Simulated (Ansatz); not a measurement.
# AlClHI: the cost of one run

Computed with Ansatz 0.2.0, driven from Python. Level of theory: PBE/def2-SVP.

### Step 1. Starting point

Bond lengths: Cl1–Al2 2.160 Å, Al2–I3 2.562 Å, Al2–H4 1.647 Å. Angles: Cl1–Al2–I3 118.3°, Cl1–Al2–H4 123.2°, I3–Al2–H4 118.5°.

The script holds or builds the structure itself.

### Step 2. The script

File relaxed_scan.py:

```python
"""Relaxed scan of one distance in AlClHI."""

import ansatz as az
import numpy as np

GEOMETRY = """
Cl   -2.07220    0.01740   -0.56760
Al    0.01600    0.20110   -0.04480
I     1.26730   -1.90120    0.71540
H     0.84450    1.62240   -0.12330
"""

system = az.Crystal.molecule()
for line in GEOMETRY.strip().splitlines():
    symbol, *xyz = line.split()
    system = system.atom(symbol, [float(v) for v in xyz])

base = (
    system.calculation()
    .basis(gaussian="def2-SVP")
    .functional("PBE")
)
symbols = [site.symbol for site in system.cartesian_sites]
pairs = [(0, 1), (1, 2), (1, 3)]
print("held (A)   E (eV)        ", "  ".join(f"{symbols[i]}{i}-{symbols[j]}{j}" for i, j in pairs))
for length in [2.36, 2.56, 2.77, 3.07, 3.46]:
    report = base.relax(constraints=[az.DistanceConstraint((1, 2), at=length)], force_tolerance=0.02, max_steps=60).run().report
    xyz = np.array(report["positions_ang"])
    print(f"{length:6.2f} {report['free_energy_ev']:14.5f}  ", "  ".join(f"{np.linalg.norm(xyz[i] - xyz[j]):.3f}" for i, j in pairs))
```

### Step 3. The input behind the calls

The package turns the script's settings into the engine's input (first run):

```yaml
crystal:
  periodic: [false, false, false]
  atoms:
    - { symbol: Cl, position_ang: [-2.0722, 0.0174, -0.5676] }
    - { symbol: Al, position_ang: [0.016, 0.2011, -0.0448] }
    - { symbol: I, position_ang: [1.2673, -1.9012, 0.7154] }
    - { symbol: H, position_ang: [0.8445, 1.6224, -0.1233] }
basis:
  gaussian:
    orbitals: def2-SVP
hamiltonian:
  xc: pbe
relax:
  f_tol: 0.02
  max_steps: 60
  constraints:
    - { distance: [1, 2], at: 2.36 }
```

### Step 4. Launch

Started as:

```sh
python relaxed_scan.py
```

What time and memory should one allow on 1 thread of Arm Neoverse V2, shared host?

About 35 s, with a peak of 0.2 GiB.
